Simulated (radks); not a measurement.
# Valence configurations of I

An exercise on one series of results from a longer session: the logs are not shown, and one member is left open.

Program: radks (a radial shooting solver on a logarithmic mesh, Libxc functionals) version 1. Level of theory: scalar-relativistic Kohn-Sham, r2SCAN, spin-polarised, spherical densities, finite nucleus; open shells are filled with parallel spins first. These are calculated values, not measurements, unless marked.

## What is computed

- element: iodine (Z = 53)
- charge: 0
- electrons: 53
- configuration: [Kr] 4d10 5s2 5p5
- nuclear rms radius: 4.75 fm
- others tried: 4d9 5s2 5p6; 4d9.5 5s2 5p5.5; 4d10 5s1 5p6; 4d10 5s1.5 5p5.5

The outer shells:

I
```
[Kr] core
4d [↑↓][↑↓][↑↓][↑↓][↑↓]
5s [↑↓]
5p [↑↓][↑↓][↑ ]
```

Set-up of the first run:

The run's settings:

```text
Z 53
configuration [Kr] 4d10 5s2 5p5
relativity scalar-relativistic
functional r2scan,r2scan
spin polarised
nucleus finite rms 4.75 fm
c 137.035999084
```

Among the steps run: [Kr] 4d10 5s2 5p5.

One table of the session follows, with a row left open; its other results are not shown here.

It belongs to the step «[Kr] 4d10 5s2 5p5». From the orbitals of this run (lengths in bohr):

| level | <r> | outermost maximum (interpolated) | 90 % within | nodes |
| --- | --- | --- | --- | --- |
| 4p up | 0.7926 | 0.715 | 1.16 | 2 |
| 4p down | 0.7926 | 0.715 | 1.16 | 2 |
| 4d up | 0.9221 | 0.778 | 1.41 | 1 |
| 4d down | 0.9204 | 0.778 | 1.40 | 1 |
| 5s up | 1.983 | 1.71 | 2.91 | 4 |
| 5s down | ? | ? | ? | ? |
| 5p up | 2.450 | 2.03 | 3.68 | 3 |
| 5p down | 2.477 | 2.03 | 3.74 | 3 |

**Question.** Estimate the row for 5s down.

As computed: <r>: 1.985; outermost maximum (interpolated): 1.71; 90 % within: 2.92; nodes: 4. In the column «<r>» it lies between 5s up (1.983) and 5p up (2.450).
